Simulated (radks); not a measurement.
# Fractional charge and spin in the 6s shell of tungsten

Aim: the energy as the spin-up occupation of 6s runs from 0 to 1 and the spin-down one from 0 to 1, against the two flat planes that join the four corners. Added charge counts from the emptiest corner (up 0, down 0).

The numbers are computed with radks (a radial shooting solver on a logarithmic mesh, Libxc functionals) version 1 (scalar-relativistic Kohn-Sham, SCAN, spin-polarised, spherical densities, finite nucleus), except any that are marked as measured or tabulated.

## (1) Starting point

| Quantity | Value |
| --- | --- |
| element | tungsten (Z = 74) |
| configuration | [Xe] 4f14 5d(up 2, down 2) 6s(up 1, down 1) |
| nuclear rms radius | 5.3658 fm |

A shell typed twice in an input gives spin up, then spin down.

## (2) 6s: up 1, down 1

Settings of this run:

```text
Z 74
configuration [Xe] 4f14 5d2 5d2 6s1 6s1
relativity scalar-relativistic
functional scan,scan
spin polarised
nucleus finite rms 5.3658 fm
c 137.035999084
```

## (3) 6s: up 1, down 0.75

Settings of this run:

```text
Z 74
configuration [Xe] 4f14 5d2 5d2 6s1 6s0.75
relativity scalar-relativistic
functional scan,scan
spin polarised
nucleus finite rms 5.3658 fm
c 137.035999084
```

## (4) 6s: up 1, down 0.5

Settings of this run:

```text
Z 74
configuration [Xe] 4f14 5d2 5d2 6s1 6s0.5
relativity scalar-relativistic
functional scan,scan
spin polarised
nucleus finite rms 5.3658 fm
c 137.035999084
```

## (5) 6s: up 1, down 0.25

Settings of this run:

```text
Z 74
configuration [Xe] 4f14 5d2 5d2 6s1 6s0.25
relativity scalar-relativistic
functional scan,scan
spin polarised
nucleus finite rms 5.3658 fm
c 137.035999084
```

## (6) 6s: up 1, down 0

Settings of this run:

```text
Z 74
configuration [Xe] 4f14 5d2 5d2 6s1 6s0
relativity scalar-relativistic
functional scan,scan
spin polarised
nucleus finite rms 5.3658 fm
c 137.035999084
```

## (7) 6s: up 0.75, down 0.75

Settings of this run:

```text
Z 74
configuration [Xe] 4f14 5d2 5d2 6s0.75 6s0.75
relativity scalar-relativistic
functional scan,scan
spin polarised
nucleus finite rms 5.3658 fm
c 137.035999084
```

## (8) 6s: up 0.75, down 0.5

Settings of this run:

```text
Z 74
configuration [Xe] 4f14 5d2 5d2 6s0.75 6s0.5
relativity scalar-relativistic
functional scan,scan
spin polarised
nucleus finite rms 5.3658 fm
c 137.035999084
```

## (9) 6s: up 0.75, down 0.25

Settings of this run:

```text
Z 74
configuration [Xe] 4f14 5d2 5d2 6s0.75 6s0.25
relativity scalar-relativistic
functional scan,scan
spin polarised
nucleus finite rms 5.3658 fm
c 137.035999084
```

## (10) 6s: up 0.75, down 0

Settings of this run:

```text
Z 74
configuration [Xe] 4f14 5d2 5d2 6s0.75 6s0
relativity scalar-relativistic
functional scan,scan
spin polarised
nucleus finite rms 5.3658 fm
c 137.035999084
```

## (11) 6s: up 0.5, down 0.5

Settings of this run:

```text
Z 74
configuration [Xe] 4f14 5d2 5d2 6s0.5 6s0.5
relativity scalar-relativistic
functional scan,scan
spin polarised
nucleus finite rms 5.3658 fm
c 137.035999084
```

## (12) 6s: up 0.5, down 0.25

Settings of this run:

```text
Z 74
configuration [Xe] 4f14 5d2 5d2 6s0.5 6s0.25
relativity scalar-relativistic
functional scan,scan
spin polarised
nucleus finite rms 5.3658 fm
c 137.035999084
```

## (13) 6s: up 0.5, down 0

Settings of this run:

```text
Z 74
configuration [Xe] 4f14 5d2 5d2 6s0.5 6s0
relativity scalar-relativistic
functional scan,scan
spin polarised
nucleus finite rms 5.3658 fm
c 137.035999084
```

## (14) 6s: up 0.25, down 0.25

Settings of this run:

```text
Z 74
configuration [Xe] 4f14 5d2 5d2 6s0.25 6s0.25
relativity scalar-relativistic
functional scan,scan
spin polarised
nucleus finite rms 5.3658 fm
c 137.035999084
```

## (15) 6s: up 0.25, down 0

Settings of this run:

```text
Z 74
configuration [Xe] 4f14 5d2 5d2 6s0.25 6s0
relativity scalar-relativistic
functional scan,scan
spin polarised
nucleus finite rms 5.3658 fm
c 137.035999084
```

## (16) 6s: up 0, down 0

Settings of this run:

```text
Z 74
configuration [Xe] 4f14 5d2 5d2 6s0 6s0
relativity scalar-relativistic
functional scan,scan
spin polarised
nucleus finite rms 5.3658 fm
c 137.035999084
```

Before running it: what results should come out? Wanted: for each run, down \ up; 0; 0.25; 0.5; 0.75; 1.

**Answer**, as computed:

```csv
down \ up,0,0.25,0.5,0.75,1
0,0.000,-0.539,-0.717,-0.547,0.000
0.25,-0.539,-0.588,-0.280,0.363,-0.474
0.5,-0.717,-0.280,0.501,-0.236,-0.627
0.75,-0.547,0.363,-0.236,-0.524,-0.478
1,0.000,-0.474,-0.627,-0.478,0.000
```

What this shows: The table gives the energy in eV minus the planes, whose edge runs along up + down = one added electron; mirror points follow by spin symmetry. With half an added electron in each spin it lies 0.50 eV above the planes. With half an electron added in spin up alone it lies 0.72 eV below them. The planes are only a guide here: the condition holds for ground states with one frontier orbital, and this shell lies below others.
